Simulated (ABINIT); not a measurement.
Crystal: HPbNO4.

```
H Pb N O
1.0
     3.85707    0.00178   -0.03658
     0.17353    4.33436   -0.01647
     0.75803    0.83873    5.87662
H Pb N O
1 1 1 4
Direct
  0.61511 0.89559 0.19844
  0.64597 0.44651 0.91685
  0.71474 0.23810 0.50058
  0.16958 0.47007 0.77768
  0.62919 0.97045 0.49845
  0.56424 0.92583 0.03849
  0.78022 0.42250 0.31951
```

The cell was built by a generator and needn't be a form met in nature.

Base run:

```yaml
Program: ABINIT 10.8.3 (patched build)
Functional: PBE
Potentials_or_basis: SG15 NC PBE v1.2
Cutoff: 1143 eV
k_mesh: 4 × 4 × 3
Occupations: fermi-dirac, width 0.05 eV
Spin: no spin polarisation
```

Its results: band gap on the k mesh 0.55 eV, indirect (least direct gap 0.93 eV); pressure 0.1 GPa; largest force 0.113 eV/Å.

Question: The run is repeated on the same cell with these changes: potentials or basis from SG15 NC PBE v1.2 to Ansatz PAW PBE default generated set, frozen core; cutoff from 1143 eV to 435 eV; k mesh from 4 × 4 × 3 to 5 × 4 × 4. What comes out?

Answer: Band gap on the k mesh 0.26 eV, indirect (least direct gap 0.45 eV); pressure -0.3 GPa; largest force 0.019 eV/Å.

Caveats: spin-orbit coupling is left out, which as a rule narrows the gap of such compounds by several tenths of an eV; an odd mesh through Γ misses points on the zone boundary, where band edges often lie (some runs); the atomic spheres overlap (some runs).
